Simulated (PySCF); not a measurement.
# C₆H₈S: magnetic properties

Wanted: magnetic properties for C₆H₈S (`CC(=S)[C@@H]1C=CC1`).

Programs: PySCF 2.14.0, with routines of our own; each step states its level. All values are computed. Atoms count from 0.

## Step 1: The system as given

15 atoms, charge 0, multiplicity 1; geometry from: GFN2-xTB.

## Step 2: Magnetic properties: GIAO CAM-B3LYP/pcSseg-1

Job settings and geometry (Å):

```
{"job": {"kind": "mag", "xc": "CAM-B3LYP", "basis": "pcSseg-1", "isotopologues": 2}, "charge": 0, "multiplicity": 1}
C      1.794910    -0.451040     0.358015
C      1.088802     0.722858    -0.222662
S      1.873826     1.845770    -1.098787
C     -0.372896     0.831541     0.023074
C     -0.910756     0.192524     1.282076
C     -1.647873    -0.707269     0.640901
C     -1.248980    -0.233313    -0.726631
H      1.847803    -0.338629     1.442319
H      1.246825    -1.371056     0.157224
H      2.804942    -0.527972    -0.035590
H     -0.709057     1.854008    -0.157238
H     -0.724902     0.425448     2.314223
H     -2.311090    -1.494348     0.949366
H     -0.689172    -0.941543    -1.334672
H     -2.046797     0.201011    -1.325773
```

Level: GIAO CAM-B3LYP/pcSseg-1 magnetisability, rotational g tensor and spin-rotation constants, non-relativistic, gas phase.

Command:

```sh
$ OMP_NUM_THREADS=1 python excited_run.py task.json out
```

One launch serves the whole session: the jobs run in the order shown.

The log of the run:

```text
coarse grid: 13104 points
cycle   1  E = -631.2748368210  dE =  1.258e+00  |g| = 4.215e-01  |ddm| = 3.581e+00
cycle   2  E = -631.2506172925  dE =  2.422e-02  |g| = 5.884e-01  |ddm| = 1.128e+00
cycle   3  E = -631.3324188707  dE = -8.180e-02  |g| = 7.363e-02  |ddm| = 6.487e-01
cycle   4  E = -631.3336552865  dE = -1.236e-03  |g| = 3.685e-02  |ddm| = 1.028e-01
cycle   5  E = -631.3340030508  dE = -3.478e-04  |g| = 8.234e-03  |ddm| = 5.753e-02
cycle   6  E = -631.3340220419  dE = -1.899e-05  |g| = 3.806e-03  |ddm| = 1.303e-02
cycle   7  E = -631.3340258843  dE = -3.842e-06  |g| = 1.283e-03  |ddm| = 5.324e-03
final grid: 121976 points
cycle   8  E = -631.3937618140  dE = -2.904e-05  |g| = 4.861e-03  |ddm| = 2.052e-02
cycle   9  E = -631.3937596220  dE =  2.192e-06  |g| = 5.754e-03  |ddm| = 9.726e-03
cycle  10  E = -631.3937679008  dE = -8.279e-06  |g| = 8.736e-04  |ddm| = 6.141e-03
cycle  11  E = -631.3937680779  dE = -1.771e-07  |g| = 2.491e-04  |ddm| = 9.920e-04
cycle  12  E = -631.3937680927  dE = -1.483e-08  |g| = 7.559e-05  |ddm| = 3.134e-04
cycle  13  E = -631.3937680942  dE = -1.494e-09  |g| = 2.778e-05  |ddm| = 1.075e-04
cycle  14  E = -631.3937680944  dE = -2.356e-10  |g| = 1.091e-05  |ddm| = 4.779e-05
converged SCF energy = -631.3937680944

Magnetisability tensor (1e-30 J/T^2)
     -958.77       95.71      -78.33
       95.71     -936.60     -165.28
      -78.33     -165.28    -1080.33
isotropic -991.90   principal values   -1189.59  -1031.94   -754.17
isotropic susceptibility -59.734 1e-6 cm^3/mol

Inertial axes            a          b          c
rot. const./GHz      4.8030     1.4330     1.2880
chi total           -48.017    -60.200    -70.984
chi diamagnetic    -372.824   -908.859  -1011.557
chi paramagnetic    324.807    848.659    940.573
quadrupole/D A       -4.943      2.196      2.746
g nuclear            0.6448     0.5504     0.5567
g electronic        -0.7329    -0.5713    -0.5692
g total             -0.0881    -0.0209    -0.0125

Spin-rotation constants (kHz, H = +C I.J)
atom  isotope        aa         bb         cc
  7     1H       -0.533     -0.067     -0.034
  8     1H       -0.164     -0.139     -0.058
  9     1H       -0.042     -0.101     -0.118
 10     1H       -0.462      0.017     -0.078
 11     1H       -0.455     -0.078      0.045
 12     1H        0.421     -0.146     -0.125
 13     1H       -0.461     -0.158      0.026
 14     1H       -0.496      0.062     -0.143
  0    13C*       0.967      0.213      0.225
  1    13C*       3.326      1.077      0.296
  2    33S*       5.790      1.064      0.368
  3    13C*       1.071      0.305      0.275
  4    13C*       2.015      0.400      0.448
  5    13C*       2.143      0.368      0.426
  6    13C*       0.741      0.268      0.248
* in the singly substituted isotopologue

Isotopologues: g along a, b, c
2H    at 7,8,9,10,11,12    -0.0685    -0.0194    -0.0115
13C   at 0                 -0.0856    -0.0209    -0.0123
```

It took 57 s on 1 thread of Arm Neoverse N1, shared host; peak memory 0.82 GiB.

From this job:

```tsv
quantity	value
magnetisability	-992·10⁻³⁰ J/T²
molar susceptibility	-59.7·10⁻⁶ cm³/mol
rotational g (a, b, c)	-0.0881, -0.0209, -0.0125
```

## Step 3: Magnetic properties: GIAO PBE/def2-SVP

The job, as its differences from that of step 2:

```diff
@@ -1,2 +1,2 @@
-{"job": {"kind": "mag", "xc": "CAM-B3LYP", "basis": "pcSseg-1", "isotopologues": 2}, "charge": 0, "multiplicity": 1}
+{"job": {"kind": "mag", "xc": "PBE", "basis": "def2-SVP", "scf": {"guess": "vsap"}}, "charge": 0, "multiplicity": 1}
 C      1.794910    -0.451040     0.358015
```

Level: GIAO PBE/def2-SVP magnetisability, rotational g tensor and spin-rotation constants, non-relativistic, gas phase.

The log of the run:

```text
final grid: 121976 points
cycle   1  E = -614.0711966679  dE =  1.425e+01  |g| = 6.550e+00  |ddm| = 5.901e+01
cycle   2  E = -588.2834043485  dE =  2.579e+01  |g| = 1.020e+01  |ddm| = 5.779e+01
cycle   3  E = -621.1064282610  dE = -3.282e+01  |g| = 4.733e+00  |ddm| = 1.973e+01
cycle   4  E = -607.2278031327  dE =  1.388e+01  |g| = 7.178e+00  |ddm| = 3.116e+01
cycle   5  E = -630.3130894601  dE = -2.309e+01  |g| = 1.273e+00  |ddm| = 3.080e+01
cycle   6  E = -630.0802162539  dE =  2.329e-01  |g| = 1.577e+00  |ddm| = 3.133e+00
cycle   7  E = -630.7628015704  dE = -6.826e-01  |g| = 2.656e-01  |ddm| = 2.136e+00
cycle   8  E = -630.7798512024  dE = -1.705e-02  |g| = 1.635e-01  |ddm| = 7.599e-01
cycle   9  E = -630.7872871046  dE = -7.436e-03  |g| = 4.439e-02  |ddm| = 2.709e-01
cycle  10  E = -630.7877516500  dE = -4.645e-04  |g| = 1.831e-02  |ddm| = 6.918e-02
cycle  11  E = -630.7878265380  dE = -7.489e-05  |g| = 8.453e-03  |ddm| = 2.664e-02
cycle  12  E = -630.7878445453  dE = -1.801e-05  |g| = 1.928e-03  |ddm| = 1.180e-02
cycle  13  E = -630.7878455025  dE = -9.572e-07  |g| = 4.263e-04  |ddm| = 2.553e-03
cycle  14  E = -630.7878455467  dE = -4.419e-08  |g| = 2.193e-04  |ddm| = 9.858e-04
cycle  15  E = -630.7878455597  dE = -1.302e-08  |g| = 5.118e-05  |ddm| = 3.397e-04
cycle  16  E = -630.7878455604  dE = -7.140e-10  |g| = 6.332e-06  |ddm| = 7.323e-05
converged SCF energy = -630.7878455604

Magnetisability tensor (1e-30 J/T^2)
     -929.05      116.67      -86.34
      116.67     -887.94     -179.83
      -86.34     -179.83    -1040.85
isotropic -952.61   principal values   -1160.14  -1014.29   -683.41
isotropic susceptibility -57.368 1e-6 cm^3/mol

Inertial axes            a          b          c
rot. const./GHz      4.8030     1.4330     1.2880
chi total           -44.382    -58.418    -69.303
chi diamagnetic    -371.069   -906.972  -1009.609
chi paramagnetic    326.687    848.554    940.306
quadrupole/D A       -4.760      2.156      2.603
g nuclear            0.6448     0.5504     0.5567
g electronic        -0.7371    -0.5713    -0.5690
g total             -0.0923    -0.0208    -0.0123

Spin-rotation constants (kHz, H = +C I.J)
atom  isotope        aa         bb         cc
  7     1H       -0.529     -0.067     -0.032
  8     1H       -0.149     -0.140     -0.056
  9     1H       -0.032     -0.103     -0.122
 10     1H       -0.457      0.019     -0.079
 11     1H       -0.451     -0.078      0.048
 12     1H        0.427     -0.149     -0.124
 13     1H       -0.462     -0.159      0.030
 14     1H       -0.503      0.065     -0.145
  0    13C*       0.865      0.198      0.203
  1    13C*       2.969      0.937      0.270
  2    33S*       5.492      0.953      0.320
  3    13C*       1.008      0.282      0.255
  4    13C*       1.808      0.354      0.406
  5    13C*       1.889      0.325      0.392
  6    13C*       0.664      0.248      0.231
* in the singly substituted isotopologue
```

Run time: 51 s. Hardware: 1 thread of Arm Neoverse N1, shared host; peak memory 0.62 GiB.

In short:

```tsv
quantity	value
magnetisability	-953·10⁻³⁰ J/T²
molar susceptibility	-57.4·10⁻⁶ cm³/mol
rotational g (a, b, c)	-0.0923, -0.0208, -0.0123
```

## Step 4: The levels compared

```tsv
level	ξ (10⁻³⁰ J/T²)	g(a)	g(b)	gap (eV)	functions	time
GIAO CAM-B3LYP/pcSseg-1	-992	-0.0881	-0.0209	6.82	166	57 s
GIAO PBE/def2-SVP	-953	-0.0923	-0.0208	2.15	142	51 s
```

## Step 5: Outcome

| quantity | value |
| --- | --- |
| magnetisability (step 2, GIAO CAM-B3LYP/pcSseg-1) | -992·10⁻³⁰ J/T² |
| molar susceptibility (step 2, GIAO CAM-B3LYP/pcSseg-1) | -59.7·10⁻⁶ cm³/mol |
| rotational g (a, b, c) (step 2, GIAO CAM-B3LYP/pcSseg-1) | -0.0881, -0.0209, -0.0125 |
| magnetisability over the levels | -992 to -953·10⁻³⁰ J/T² |

The magnetisability spreads by 4.0 % over 2 levels of like cost. Two levels can agree by chance, so this spread shows no convergence. Vibrational averaging and real surroundings are missing from these values.
